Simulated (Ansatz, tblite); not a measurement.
# 1-ethyl-3-methylimidazolium tetrafluoroborate (C₆H₁₁BF₄N₂): a ladder of methods and basis sets

The task here is to estimate one member of a computed series from the others.

Computed with Ansatz 0.2.0, Gaussian basis. Level: as each input shows.

Levels to be run: GFN1-xTB, GFN2-xTB, PBE-D4/def2-TZVP, r2SCAN-D4/def2-TZVP, LDA/def2-TZVP, revPBE-D4/def2-TZVP, PBE-D4/def2-SVP, PBE0-D4/def2-SVP, HF/STO-3G, HF/6-31G, B3LYP-D4/6-31G, MP2/def2-SVP.

3 further runs of the same task are left out: 3 that didn't finish.

## The structure

The singlet was relaxed beforehand with PBE-D4/def2-SVP.

SMILES `CCn1cc[n+](C)c1.F[B-](F)(F)F`, 24 atoms, charge 0, spin multiplicity 1.

Bond lengths: C1–C2 1.524 Å, C1–H9 1.108 Å, C1–H10 1.109 Å, C1–H11 1.108 Å, C2–N3 1.472 Å, C2–H12 1.108 Å, C2–H13 1.108 Å, N3–C4 1.384 Å, N3–C8 1.342 Å, C4–C5 1.375 Å, C4–H14 1.094 Å, C5–N6 1.387 Å, C5–H15 1.094 Å, N6–C7 1.461 Å, N6–C8 1.344 Å, C7–H16 1.107 Å, C7–H17 1.107 Å, C7–H18 1.105 Å and more. Angles: C2–C1–H9 109.4°, C2–C1–H10 112.2°, C2–C1–H11 111.1°, H9–C1–H10 107.9°, H9–C1–H11 107.7°, H10–C1–H11 108.4°, C1–C2–N3 112.6°, C1–C2–H12 112.5°, C1–C2–H13 112.0°, N3–C2–H12 105.3°, N3–C2–H13 106.7°, H12–C2–H13 107.3°, C2–N3–C4 127.5°, C2–N3–C8 123.2°, C4–N3–C8 108.9°, N3–C4–C5 106.9°, N3–C4–H14 122.3°, C5–C4–H14 130.8° and more.

As a file:

| atom | x (Å) | y (Å) | z (Å) |
| --- | --- | --- | --- |
| C1 | 3.0389 | 0.6232 | 0.2818 |
| C2 | 1.9435 | -0.4094 | 0.0426 |
| N3 | 0.6686 | -0.0390 | 0.6776 |
| C4 | 0.2981 | -0.2271 | 1.9982 |
| C5 | -1.0222 | 0.1444 | 2.1001 |
| N6 | -1.4269 | 0.5443 | 0.8349 |
| C7 | -2.7723 | 0.9322 | 0.4175 |
| C8 | -0.3876 | 0.4246 | -0.0083 |
| H9 | 3.9705 | 0.2946 | -0.2189 |
| H10 | 3.2612 | 0.7568 | 1.3604 |
| H11 | 2.7577 | 1.6082 | -0.1416 |
| H12 | 1.7084 | -0.5361 | -1.0329 |
| H13 | 2.2196 | -1.4065 | 0.4391 |
| H14 | 0.9889 | -0.6224 | 2.7486 |
| H15 | -1.7039 | 0.1388 | 2.9554 |
| H16 | -2.8812 | 0.6490 | -0.6471 |
| H17 | -2.9275 | 2.0197 | 0.5579 |
| H18 | -3.5102 | 0.3730 | 1.0207 |
| H19 | -0.3938 | 0.5971 | -1.0967 |
| F20 | -0.9043 | -2.0112 | -3.5923 |
| B21 | -0.7777 | -1.2099 | -2.4842 |
| F22 | -1.9711 | -0.4592 | -2.2298 |
| F23 | -0.4601 | -1.9486 | -1.3153 |
| F24 | 0.2832 | -0.2364 | -2.6678 |

PBE0-D4/def2-TZVP was run before; its log isn't repeated, and its numbers join the tables.

The first run:

Tight binding, by tblite at 300 K electronic temperature and without a spin-polarisation term:

```python
tblite.interface.Calculator('GFN1-xTB', numbers, positions, charge=0, uhf=0).singlepoint()
```

Tight binding, by tblite at 300 K electronic temperature and without a spin-polarisation term:

```python
tblite.interface.Calculator('GFN2-xTB', numbers, positions, charge=0, uhf=0).singlepoint()
```

start.molden holds the orbitals of an earlier run on this state, given as this run's starting guess.

Input file in.yaml:

```yaml
crystal:
  periodic: [false, false, false]
  atoms:
    - {symbol: C, position_ang: [3.038895, 0.623151, 0.281808]}
    - {symbol: C, position_ang: [1.943494, -0.409368, 0.042560]}
    - {symbol: N, position_ang: [0.668633, -0.038956, 0.677610]}
    - {symbol: C, position_ang: [0.298103, -0.227093, 1.998155]}
    - {symbol: C, position_ang: [-1.022151, 0.144424, 2.100128]}
    - {symbol: N, position_ang: [-1.426929, 0.544283, 0.834913]}
    - {symbol: C, position_ang: [-2.772258, 0.932174, 0.417548]}
    - {symbol: C, position_ang: [-0.387646, 0.424626, -0.008334]}
    - {symbol: H, position_ang: [3.970510, 0.294560, -0.218877]}
    - {symbol: H, position_ang: [3.261186, 0.756805, 1.360447]}
    - {symbol: H, position_ang: [2.757726, 1.608170, -0.141577]}
    - {symbol: H, position_ang: [1.708414, -0.536125, -1.032900]}
    - {symbol: H, position_ang: [2.219635, -1.406467, 0.439098]}
    - {symbol: H, position_ang: [0.988863, -0.622440, 2.748574]}
    - {symbol: H, position_ang: [-1.703876, 0.138803, 2.955407]}
    - {symbol: H, position_ang: [-2.881177, 0.648959, -0.647105]}
    - {symbol: H, position_ang: [-2.927475, 2.019708, 0.557877]}
    - {symbol: H, position_ang: [-3.510151, 0.372970, 1.020700]}
    - {symbol: H, position_ang: [-0.393811, 0.597109, -1.096672]}
    - {symbol: F, position_ang: [-0.904315, -2.011223, -3.592311]}
    - {symbol: B, position_ang: [-0.777713, -1.209917, -2.484184]}
    - {symbol: F, position_ang: [-1.971072, -0.459163, -2.229761]}
    - {symbol: F, position_ang: [-0.460139, -1.948563, -1.315286]}
    - {symbol: F, position_ang: [0.283244, -0.236417, -2.667817]}
basis:
  gaussian: {orbitals: def2-TZVP, initial_orbitals: start.molden}
hamiltonian: {xc: pbe, dispersion: d4}
scf: {omitted_lower_state_checks: [starts]}
output: {forces: true, orbitals: {seedname: orbitals}}
```

Command:

```console
> ansatz run in.yaml --threads 4 --pin off --events-out ev --progress --plain --max-ram 6963MiB
```

Steps of the session up to this table: PBE-D4/def2-TZVP; r2SCAN-D4/def2-TZVP; LDA/def2-TZVP; revPBE-D4/def2-TZVP; PBE-D4/def2-SVP; PBE0-D4/def2-SVP; HF/STO-3G; HF/6-31G; B3LYP-D4/6-31G; MP2/def2-SVP.

One table of the session follows, with a row left open; its other results are not shown here.

It belongs to the step «Binding energy». 

```
              level  binding an atom (eV)
          HF/STO-3G                 3.517
           HF/6-31G                 3.002
        HF/def2-SVP                 3.307
      LDA/def2-TZVP                 5.202
    PBE-D4/def2-SVP                 4.694
   PBE-D4/def2-TZVP                 4.611
revPBE-D4/def2-TZVP                 4.480
r2SCAN-D4/def2-TZVP                 4.483
     B3LYP-D4/6-31G                 4.340
   PBE0-D4/def2-SVP                 4.578
  PBE0-D4/def2-TZVP                     ?
       MP2/def2-SVP                 4.394
```

Estimate the missing values for PBE0-D4/def2-TZVP.

As computed: binding an atom (eV): 4.500. In the column «binding an atom (eV)» it lies between r2SCAN-D4/def2-TZVP (4.483) and PBE0-D4/def2-SVP (4.578).

To keep in mind: Free atoms were run apart at each level; binding is atoms less cluster, divided by the number of atoms, without zero-point or spin-orbit terms.
